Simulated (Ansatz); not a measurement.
# CH₅O₂Y: how energies converge with the basis set

Aim: see how fast density functionals converge with the basis set for CH₅O₂Y.

The runs use Ansatz 0.2.0, Gaussian basis; one geometry, several basis sets.

The runs, in order: PBE0-D4/def2-SVP; ωB97M-V/def2-SVP; PBE0-D4/def2-QZVPP; ωB97M-V/def2-QZVPP; the functionals' def2-TZVPP values are taken from earlier runs.

1 further run of the same task is left out (for a known fault of the program).

**1. The relaxed structure**

An earlier PBE0-D4 in a triple-zeta def2 set relaxation fixed the geometry. Y takes the def2 core potential; no spin-orbit term is included.

9 atoms, charge 0, spin multiplicity 1.

Atoms are counted from 1 here; the program's logs count them from 0.

Bond lengths: C1–Y2 2.378 Å, C1–H5 1.100 Å, C1–H6 1.098 Å, C1–H7 1.098 Å, Y2–O3 2.021 Å, Y2–O4 2.021 Å, O3–H8 0.952 Å, O4–H9 0.952 Å. Angles: Y2–C1–H5 111.1°, Y2–C1–H6 113.5°, Y2–C1–H7 113.7°, H5–C1–H6 105.5°, H5–C1–H7 105.7°, H6–C1–H7 106.8°, C1–Y2–O3 115.7°, C1–Y2–O4 115.6°, O3–Y2–O4 125.8°, Y2–O3–H8 171.8°, Y2–O4–H9 171.9°.

**2. PBE0-D4 in def2-SVP**

in.yaml

```yaml
crystal:
  periodic: [false, false, false]
  atoms:
    - {symbol: C, position_ang: [0.064086, 1.129921, -1.255230]}
    - {symbol: Y, position_ang: [0.112123, -0.295472, 0.647752]}
    - {symbol: O, position_ang: [1.495689, -1.767688, 0.606812]}
    - {symbol: O, position_ang: [-1.545989, -0.264738, 1.802268]}
    - {symbol: H, position_ang: [-0.558051, 0.701128, -2.054691]}
    - {symbol: H, position_ang: [-0.364723, 2.120024, -1.049915]}
    - {symbol: H, position_ang: [1.051134, 1.298314, -1.705542]}
    - {symbol: H, position_ang: [2.053764, -2.538432, 0.647310]}
    - {symbol: H, position_ang: [-2.308044, -0.383058, 2.361237]}
basis:
  gaussian: {orbitals: def2-SVP}
hamiltonian: {xc: pbe0, dispersion: d4}
output: {orbitals: {seedname: orbitals}}
```

Command:

```bash
ansatz run in.yaml --threads 4 --pin off --events-out ev --progress --plain --max-ram 10444MiB
```

After this run come: ωB97M-V in def2-SVP; PBE0-D4 in def2-QZVPP; ωB97M-V in def2-QZVPP.

Q: Predict the results of all the runs planned. Wanted: PBE0-D4: double and triple zeta above quadruple; ωB97M-V: double and triple zeta above quadruple.

**Answer**, as computed:

| quantity | value |
| --- | --- |
| PBE0-D4: double and triple zeta above quadruple | 7.01, 0.40 eV |
| ωB97M-V: double and triple zeta above quadruple | 7.22, 0.38 eV |

What this shows: PBE0-D4 gains 6.62 eV from double to triple zeta, then 0.40 eV more. Total energies overstate the basis error of differences, where much of it tends to cancel.
